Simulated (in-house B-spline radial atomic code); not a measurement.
# Zr³⁺: ionisation energy by several methods

The task here is to estimate one member of a computed series from the others.

Method: Dirac-Coulomb, several functionals, exact exchange averaged over the configuration; spherical all-electron atom at the radial basis limit. Code: in-house B-spline radial atomic code version 1.

### What is computed

| Quantity | Value |
| --- | --- |
| element | zirconium (Z = 40) |
| charge | +3 |
| electrons | 37 |
| configuration | [Kr] 4d1 |
| nucleus | Fermi, rms radius 4.269 fm |

Outer shells as boxes (Hund's rule):

[Kr] 4d1
```
[Kr] core
4d [↑ ][  ][  ][  ][  ]
```

The boxes only draw the filling; these runs are spin-restricted and spherical.

The first run:

Input settings:

```ini
Z = 40
electrons = 37.0
configuration = [Kr] 4d1
hamiltonian = dirac
method = camb3lyp
spin_polarised = False
nucleus = fermi
rms_radius = 4.2694
mass_number = 90
atomic_mass = 89.904698755
speed_of_light = 137.035999084
exact_exchange = averaged over the configuration
```

The run is started by

```sh
> python run_scf.py task.json out
```

One command runs all members of the session, one after another, from task.json.

Steps of the session up to this table: CAM-B3LYP; B3LYP; HSE06; ωB97X.

One table of the session follows, with a row left open; its other results are not shown here.

| method | ΔSCF (eV) | with Breit, QED, recoil (eV) |
| --- | --- | --- |
| B3LYP | 34.346 | 34.359 |
| CAM-B3LYP | ? | ? |
| HSE06 | 34.227 | 34.241 |
| ωB97X | 33.996 | 34.010 |

**Question.** Estimate the row for CAM-B3LYP.

The run gave: ΔSCF (eV): 34.357; with Breit, QED, recoil (eV): 34.370. In the column «ΔSCF (eV)» it is the highest.
